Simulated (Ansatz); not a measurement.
# CH5BrOZn: the cost of one run

All numbers below are computed with Ansatz 0.2.0 (RKS revPBE-D4/def2-SVP).

**1. Starting point**

Bond lengths: Zn1–Br2 2.824 Å, Zn1–O3 1.732 Å, Zn1–C5 2.307 Å, O3–H6 0.957 Å, C5–H7 1.098 Å, C5–H8 1.085 Å, C5–H9 1.092 Å. Angles: Br2–Zn1–O3 160.6°, Br2–Zn1–C5 77.6°, O3–Zn1–C5 107.8°, Zn1–O3–H6 122.4°, Zn1–C5–H7 68.0°, Zn1–C5–H8 173.2°, Zn1–C5–H9 71.4°, H7–C5–H8 107.0°, H7–C5–H9 115.2°, H8–C5–H9 107.8°.

As a file:

```xyz
9

Zn   -0.5272    0.1180   -1.0045
Br    1.7753   -1.3238   -1.7771
O    -2.1712    0.4696   -0.5883
H     1.5291   -0.6310    0.0846
C     0.6995    0.0580    0.9490
H    -2.8484    0.6078   -1.2496
H     0.5611    1.0835    0.5818
H     1.2030    0.1288    1.9070
H    -0.2213   -0.5109    1.0971
```

**2. Pulling towards end A**

Springs on the bonds that form and break draw the guess towards this end; the thresholds are loose.

The input, input.yaml:

```yaml
crystal:
  periodic: [false, false, false]
  atoms:
    - { symbol: Zn, position_ang: [-0.5272, 0.118, -1.0045] }
    - { symbol: Br, position_ang: [1.7753, -1.3238, -1.7771] }
    - { symbol: O, position_ang: [-2.1712, 0.4696, -0.5883] }
    - { symbol: H, position_ang: [1.5291, -0.631, 0.0846] }
    - { symbol: C, position_ang: [0.6995, 0.058, 0.949] }
    - { symbol: H, position_ang: [-2.8484, 0.6078, -1.2496] }
    - { symbol: H, position_ang: [0.5611, 1.0835, 0.5818] }
    - { symbol: H, position_ang: [1.203, 0.1288, 1.907] }
    - { symbol: H, position_ang: [-0.2213, -0.5109, 1.0971] }
basis:
  gaussian: { orbitals: def2-SVP }
hamiltonian:
  xc: revpbe
  dispersion: d4
relax:
  f_tol: 0.15
  max_steps: 25
  restrain:
    - { distance: [0, 4], at: 3.28, k: 30.0 }
    - { distance: [3, 1], at: 2.81, k: 30.0 }
    - { distance: [0, 1], at: 2.42, k: 30.0 }
    - { distance: [3, 4], at: 1.07, k: 30.0 }
```

The run is started by

```console
$ ansatz run input.yaml --threads 2 --pin off --max-ram 3072MiB --backend cpu --events-out ev --progress --plain --runs-dir out
```

**Question.** How long does this run take on 2 threads of Arm Neoverse V1, shared host, and how much memory does it need?

About 27 s, with a peak of 0.17 GiB.
